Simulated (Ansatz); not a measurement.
This script drives Ansatz 0.2.0, Python API.

Script `gah3_relaxed_scan.py`:
```python
"""Relaxed scan of one distance in GaH3."""

import ansatz as az
from ase import Atoms
import numpy as np


def main() -> None:
    atoms = Atoms(["Ga", "H", "H", "H"], positions=[
        (0.0449, -0.0198, -0.0192),
        (1.1238, 0.3764, 0.7886),
        (-0.5514, -1.4554, -0.0035),
        (-0.5619, 1.0386, -0.7862),
    ])
    molecule = az.Crystal.molecule_from_ase(atoms)

    setup = (
        molecule.calculation()
        .basis(gaussian="def2-SVP")
        .functional("pbe")
    )
    symbols = [site.symbol for site in molecule.cartesian_sites]
    pairs = [(0, 1), (0, 2), (0, 3)]
    print("held (A)   E (eV)        ", "  ".join(f"{symbols[i]}{i}-{symbols[j]}{j}" for i, j in pairs))
    for length in [1.43, 1.55, 1.68, 1.87, 2.1]:
        summary = setup.relax(constraints=[az.DistanceConstraint((0, 2), at=length)], force_tolerance=0.02, max_steps=60).run(threads=1).report
        xyz = np.array(summary["positions_ang"])
        print(f"{length:6.2f} {summary['free_energy_ev']:14.5f}  ", "  ".join(f"{np.linalg.norm(xyz[i] - xyz[j]):.3f}" for i, j in pairs))


if __name__ == "__main__":
    main()
```

It is started by `python gah3_relaxed_scan.py`. How long does it take on 1 thread of Arm Neoverse V2, with other jobs on the host, and how much memory does it need?

It took about 16 s, with a peak of 0.17 GiB, for 5 runs of the engine.

```console
$ python gah3_relaxed_scan.py
held (A)   E (eV)         Ga0-H1  Ga0-H2  Ga0-H3
DeckWarning: relax.constraints: the input's atoms, or those drawn, lie off the distances that are held; a relaxation that starts there is brought onto them ahead of its first SCF, by positions alone, an atom by 6.23e-2 Å at the most. With the symmetry detection on, the symmetry is detected on the input's atoms as so [...]
  1.43   -52410.71964   1.583  1.430  1.583
  1.55   -52410.90116   1.581  1.550  1.581
  1.68   -52410.85163   1.579  1.680  1.579
  1.87   -52410.53025   1.579  1.870  1.579
  2.10   -52409.97661   1.578  2.100  1.578
```
(Warnings from the package without file and line, shortened, repeats left out.)

Total energies depend on the basis set; only differences at equal settings carry meaning. The energies are electronic: no zero-point or thermal terms, and the basis set is short of its limit.
